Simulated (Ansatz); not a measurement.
# C₃H₈OSi: basis-set convergence

One table from this session's results is given with a row withheld; the runs are named, their logs left out.

The runs use Ansatz 0.2.0, Gaussian basis; one geometry, several basis sets.

Levels to be run: PBE0-D4/def2-SVP; ωB97M-V/def2-SVP; PBE0-D4/def2-QZVPP; ωB97M-V/def2-QZVPP; the functionals' def2-TZVPP values are taken from earlier runs.

## The relaxed structure

All runs share one geometry, relaxed beforehand with PBE0-D4 in a triple-zeta def2 set.

SMILES `C[SiH2]CC=O`, 13 atoms, charge 0, spin multiplicity 1.

Atoms are counted from 1 here; the program's logs count them from 0.

Bond lengths: C1–Si2 1.866 Å, C1–H6 1.092 Å, C1–H7 1.093 Å, C1–H8 1.091 Å, Si2–C3 1.892 Å, Si2–H9 1.491 Å, Si2–H10 1.486 Å, C3–C4 1.496 Å, C3–H11 1.098 Å, C3–H12 1.099 Å, C4–O5 1.203 Å, C4–H13 1.112 Å. Angles: Si2–C1–H6 110.6°, Si2–C1–H7 111.0°, Si2–C1–H8 110.2°, H6–C1–H7 107.9°, H6–C1–H8 108.6°, H7–C1–H8 108.5°, C1–Si2–C3 112.1°, C1–Si2–H9 110.0°, C1–Si2–H10 111.5°, C3–Si2–H9 106.4°, C3–Si2–H10 108.9°, H9–Si2–H10 107.7°, Si2–C3–C4 114.0°, Si2–C3–H11 111.0°, Si2–C3–H12 110.9°, C4–C3–H11 108.2°, C4–C3–H12 107.8°, H11–C3–H12 104.3° and more.

As a file:

```xyz
13

C    -1.5549    0.8349    0.6088
Si    0.1719    0.2529    1.0092
C     0.8274   -0.9687   -0.2778
C     0.9748   -0.3877   -1.6485
O     0.6531    0.7312   -1.9492
H    -1.9310    1.4942    1.3944
H    -2.2428   -0.0102    0.5228
H    -1.5581    1.3821   -0.3352
H     0.1784   -0.4683    2.3147
H     1.1190    1.3932    1.1179
H     1.7985   -1.3789    0.0275
H     0.1723   -1.8472   -0.3531
H     1.4118   -1.0621   -2.4167
```

Set-up of the first run:

in.yaml

```yaml
crystal:
  periodic: [false, false, false]
  atoms:
    - {symbol: C, position_ang: [-1.554927, 0.834855, 0.608753]}
    - {symbol: Si, position_ang: [0.171945, 0.252860, 1.009250]}
    - {symbol: C, position_ang: [0.827440, -0.968665, -0.277774]}
    - {symbol: C, position_ang: [0.974763, -0.387733, -1.648462]}
    - {symbol: O, position_ang: [0.653117, 0.731240, -1.949232]}
    - {symbol: H, position_ang: [-1.930980, 1.494196, 1.394414]}
    - {symbol: H, position_ang: [-2.242757, -0.010163, 0.522824]}
    - {symbol: H, position_ang: [-1.558136, 1.382117, -0.335239]}
    - {symbol: H, position_ang: [0.178407, -0.468315, 2.314728]}
    - {symbol: H, position_ang: [1.119023, 1.393236, 1.117950]}
    - {symbol: H, position_ang: [1.798531, -1.378950, 0.027520]}
    - {symbol: H, position_ang: [0.172283, -1.847232, -0.353095]}
    - {symbol: H, position_ang: [1.411790, -1.062146, -2.416738]}
basis:
  gaussian: {orbitals: def2-SVP}
hamiltonian: {xc: pbe0, dispersion: d4}
output: {orbitals: {seedname: orbitals}}
```

Started as:

```console
> ansatz run in.yaml --threads 4 --pin off --events-out ev --progress --plain --max-ram 10444MiB
```

Steps of the session up to this table: PBE0-D4 in def2-SVP; ωB97M-V in def2-SVP; PBE0-D4 in def2-QZVPP; ωB97M-V in def2-QZVPP.

One table of the session follows, with a row left open; its other results are not shown here.

It belongs to the step «Density functionals: the series». 

```
functional       basis  HOMO (eV)
   PBE0-D4    def2-SVP      -7.50
   PBE0-D4  def2-TZVPP          ?
   PBE0-D4  def2-QZVPP      -7.60
   ωB97M-V    def2-SVP      -9.88
   ωB97M-V  def2-TZVPP      -9.98
   ωB97M-V  def2-QZVPP     -10.00
```

Q: Estimate the row for PBE0-D4, def2-TZVPP from the others.

**Answer.** HOMO (eV): -7.58. In the column «HOMO (eV)» it lies between PBE0-D4, def2-QZVPP (-7.60) and PBE0-D4, def2-SVP (-7.50).
